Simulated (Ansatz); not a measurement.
# Rb (sc type): a single-point run

Wanted: a converged single-point run for Rb (sc type), and a check of what comes out.

Method: DFT, PBEsol, PAW with Ansatz's default frozen-core files, scalar-relativistic, in Ansatz 0.2.0.

1 further run of the same task is left out (it didn't finish). Runs told in other sessions of the task aren't counted.

**1. The starting structure**

Symmetry: Pm-3m, No. 221, cubic system. The conventional cell has a = 4.358 Å, b = 4.358 Å, c = 4.358 Å, α = 90.00°, β = 90.00°, γ = 90.00°. Around Rb (site symmetry m-3m) lie 6 Rb at 4.36 Å.

Structure file:

```cif
data_structure
_symmetry_space_group_name_H-M 'P 1'
_symmetry_Int_Tables_number 1
_cell_length_a 4.3583
_cell_length_b 4.3583
_cell_length_c 4.3583
_cell_angle_alpha 90.000
_cell_angle_beta 90.000
_cell_angle_gamma 90.000
_cell_volume 82.78
loop_
_atom_site_label
_atom_site_type_symbol
_atom_site_fract_x
_atom_site_fract_y
_atom_site_fract_z
_atom_site_occupancy
Rb1 Rb 0.00000 0.00000 0.00000 1
```

**2. The run**

Contents of input.yaml:

```yaml
crystal:
  lattice:
    - [4.3582771298, 0.0, 0.0]
    - [0.0, 4.3582771298, 0.0]
    - [0.0, 0.0, 4.3582771298]
  atoms:
    - { symbol: Rb, position: [0.0, 0.0, 0.0] }
kpoints:
  mp_grid: { grid: [9, 9, 9] }
scf:
  occupations: { method: fermi_dirac, width: 0.1 }
  mixing: { algorithm: anderson, beta: 0.005, ndim: 1 }
  max_iter: 75
hamiltonian:
  xc: pbesol
  pseudopotentials: { kind: paw }
output:
  forces: true
  stress: true
  eigenvalues: true
  populations: true
```

Run with:

```console
$ ansatz run input.yaml --threads 1 --pin off --max-ram 2048MiB --backend cpu --events-out ev --progress --plain --runs-dir out
```

What happens when this is run?

The program finished normally. That alone doesn't make the input a sound one.

In the input, scf.mixing.algorithm is anderson; scf.mixing.beta is 0.005; scf.mixing.ndim is 1. The risk: mixing too weak. The residual crept for many cycles and then fell at once, which so weak a step can't do by itself: the program changed its mixing. Several mixing settings were changed at once, so this run can't tell how much each is to blame.

The test: delete scf.mixing.algorithm, scf.mixing.beta and scf.mixing.ndim (the default then holds).
